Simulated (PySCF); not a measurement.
**C4H8Cl2Si: electronic excitations**

Wanted: the electronic excitations of C4H8Cl2Si (`ClC[SiH2]C1(Cl)CC1`), by calculation.

Computed with PySCF 2.14.0, with density-fitted response routines of our own, on a single molecule in the gas phase. Atoms count from 0, in the outputs and in this text.

### Step 1. Starting geometry

15 atoms, charge 0, multiplicity 1; geometry from: GFN2-xTB.

Bonds of the start (Å): Cl0–C1 1.79, C1–Si2 1.91, Si2–C3 1.89, C3–Cl4 1.78, C3–C5 1.50, C5–C6 1.49, C6–C3 1.50, C1–H7 1.09, C1–H8 1.09, Si2–H9 1.46, Si2–H10 1.46, C5–H11 1.08, C5–H12 1.08, C6–H13 1.08, C6–H14 1.08.

### Step 2. Excited states and response: PBE0/def2-SVPD

The job: settings as JSON, then the geometry in Å.

```
{"job": {"kind": "uv", "xc": "PBE0", "basis": "def2-SVPD", "nstates": 8, "ntriplets": 3}, "charge": 0, "multiplicity": 1}
Cl     1.802432     2.159940    -0.437370
C      2.284820     0.458970    -0.187880
Si     0.840045    -0.660380    -0.740947
C     -0.579316    -0.390116     0.479612
Cl    -0.113014    -0.934195     2.104651
C     -1.507029     0.785798     0.418542
C     -2.019642    -0.584492     0.113281
H      3.188010     0.300570    -0.770643
H      2.528031     0.354033     0.866605
H      1.260535    -2.060873    -0.676065
H      0.401589    -0.253593    -2.075952
H     -1.804002     1.244059     1.349764
H     -1.373969     1.487716    -0.390818
H     -2.245159    -0.842645    -0.910612
H     -2.667743    -1.056804     0.835920
```

With the program's defaults for keys left out, this is: TDDFT PBE0/def2-SVPD, vertical, gas phase, core orbitals frozen in the response.

The run is started by

```
> OMP_NUM_THREADS=1 python probes_run.py task.json out
```

This one command runs all jobs of the session in turn.

What it wrote:

```text
coarse grid: 14176 points
cycle   1  E = -1365.8483225129  dE =  6.853e-01  |g| = 2.940e-01  |ddm| = 5.586e+00
cycle   2  E = -1365.8522652995  dE = -3.943e-03  |g| = 2.887e-01  |ddm| = 1.105e+00
cycle   3  E = -1365.8735621394  dE = -2.130e-02  |g| = 4.793e-02  |ddm| = 5.456e-01
cycle   4  E = -1365.8740482597  dE = -4.861e-04  |g| = 2.184e-02  |ddm| = 1.772e-01
cycle   5  E = -1365.8741683530  dE = -1.201e-04  |g| = 5.339e-03  |ddm| = 5.490e-02
cycle   6  E = -1365.8741753190  dE = -6.966e-06  |g| = 1.619e-03  |ddm| = 1.496e-02
final grid: 123232 points
cycle   7  E = -1366.0239611425  dE = -2.668e-05  |g| = 8.664e-03  |ddm| = 1.169e-01
cycle   8  E = -1366.0239444178  dE =  1.672e-05  |g| = 1.180e-02  |ddm| = 3.235e-02
cycle   9  E = -1366.0239808759  dE = -3.646e-05  |g| = 1.075e-03  |ddm| = 1.921e-02
cycle  10  E = -1366.0239811582  dE = -2.823e-07  |g| = 2.153e-04  |ddm| = 2.316e-03
cycle  11  E = -1366.0239811692  dE = -1.097e-08  |g| = 6.523e-05  |ddm| = 6.695e-04
cycle  12  E = -1366.0239811703  dE = -1.108e-09  |g| = 1.603e-05  |ddm| = 1.819e-04
cycle  13  E = -1366.0239811704  dE = -6.662e-11  |g| = 4.645e-06  |ddm| = 4.021e-05
converged SCF energy = -1366.0239811704

Static polarisability (au): isotropic 98.092, principal 92.218 98.295 103.762

Singlet excitations
state   eV       nm        f      main configurations
  1   6.5919    188.1   0.00062   H->L 0.33, H-1->L+1 0.27, H->L+1 0.21
  2   6.6543    186.3   0.01787   H->L 0.39, H-1->L 0.20, H-2->L 0.12
  3   6.7479    183.7   0.01125   H->L+1 0.41, H-1->L+1 0.26, H-2->L 0.15
  4   7.0585    175.7   0.00227   H-3->L 0.33, H-1->L 0.32, H-1->L+1 0.18
  5   7.1842    172.6   0.00556   H-3->L 0.34, H-1->L 0.17, H->L 0.10
  6   7.2311    171.5   0.02606   H-2->L 0.28, H->L+2 0.15, H-2->L+1 0.12
  7   7.3368    169.0   0.00870   H-2->L 0.35, H->L+2 0.31, H->L+1 0.14
  8   7.4329    166.8   0.01445   H->L+3 0.84

Triplet excitations (Tamm-Dancoff, eV): 5.9685 5.9906 6.1455
```

It took 80 s on 1 thread of Arm Neoverse N1, shared host; peak memory 0.88 GiB.

The orbitals next to the gap, with their largest atomic shares:

| orbital | eV | atoms |
| --- | --- | --- |
| HOMO−3 | -8.61 | Cl0 76 %, C1 13 % |
| HOMO−2 | -8.32 | Cl0 38 %, Cl4 24 %, C1 9 % |
| HOMO−1 | -8.01 | Cl4 44 %, C3 18 %, C5 17 % |
| HOMO | -7.91 | Cl4 26 %, Cl0 19 %, C6 14 % |
| LUMO | 0.02 | Cl0 27 %, Si2 18 %, C1 14 % |
| LUMO+1 | 0.29 | Cl4 36 %, C3 17 %, Cl0 14 % |
| LUMO+2 | 0.62 | Cl0 20 %, Si2 19 %, C1 14 % |

With each of the 8 states as a Gaussian band of 0.4 eV half-width at 1/e, the curve within the window shown has maxima at 171 nm (ε 2,300) L/(mol cm). Beyond the last state computed it falls off for lack of states. The curve at chosen wavelengths:

| nm | ε (L/mol/cm) |
| --- | --- |
| 160 | 725 |
| 162 | 1105 |
| 164 | 1515 |
| 166 | 1892 |
| 167 | 2046 |
| 169 | 2259 |
| 171 | 2334 |
| 173 | 2290 |
| 175 | 2171 |
| 177 | 2025 |
| 178 | 1951 |
| 180 | 1814 |
| 182 | 1687 |
| 184 | 1558 |
| 186 | 1415 |
| 188 | 1250 |
| 189 | 1160 |
| 191 | 971 |
| 193 | 780 |
| 195 | 602 |
| 197 | 445 |
| 199 | 317 |
| 200 | 263 |
| 202 | 177 |
| 204 | 115 |
| 206 | 72 |

Further results of this job:

| property | computed |
| --- | --- |
| dipole moment (D) | 1.52 |
| polarisability (Å³) | 14.54 |
| HOMO–LUMO gap (eV) | 7.94 |
| −ε(HOMO) (eV) | 7.91 |

### Step 3. What came out

| quantity | value |
| --- | --- |
| lowest singlet (PBE0/def2-SVPD) | 6.59 eV (188 nm), f = 0.001 |
| brightest single state of those computed | state 6, 7.23 eV, f = 0.026 |
| lowest triplet | 5.97 eV |

In words: The lowest singlet, at 6.59 eV, is HOMO→LUMO 0.33, HOMO−1→LUMO+1 0.27 and is dark; of the 8 states computed, the strongest absorption comes from state 6 at 7.23 eV. The lowest triplet lies 0.62 eV below the lowest singlet (triplets in Tamm-Dancoff, singlets in full TDDFT).
